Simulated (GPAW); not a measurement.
Crystal: TiSi2.

```
Ti Si
1.0
     0.00000    4.11752    4.26290
     2.38951    0.00000    4.26290
     2.38951    4.11752    0.00000
Ti Si
2 4
Cartesian
  3.5843 6.1763 6.3943
  2.3895 4.1175 4.2629
  1.1948 3.3975 2.1314
  1.1948 0.7200 2.1314
  2.3895 1.3387 4.2629
  2.3895 6.8963 4.2629
```

The cell is a database's computed one.

Base run:

```yaml
Program: GPAW 26.7.0
Functional: LDA
Potentials_or_basis: the program's PAW data sets (release 1.2.1) made for this functional
Cutoff: 600 eV
Basis: pw
k_mesh: 6 × 6 × 6
Occupations: fermi-dirac, width 0.05 eV
Spin: no spin polarisation
Hubbard_terms: Ti d U = 3 eV
```

Its results: band gap on the k mesh none (metal or under the smearing width); pressure -2.3 GPa; largest force 0.041 eV/Å.

Q: After a change of settings the same cell gave: band gap on the k mesh none (metal or under the smearing width); pressure 2.5 GPa; largest force 0.061 eV/Å. Which change was it?
A. hubbard terms from Ti d U = 3 eV to Ti d U = 1 eV
B. hubbard terms from Ti d U = 3 eV to none
C. hubbard terms from Ti d U = 3 eV to Ti d U = 8 eV

A: C.

Caveats: U without spin polarisation on a metal has little footing; the U is typed as a test and isn't derived for this compound.
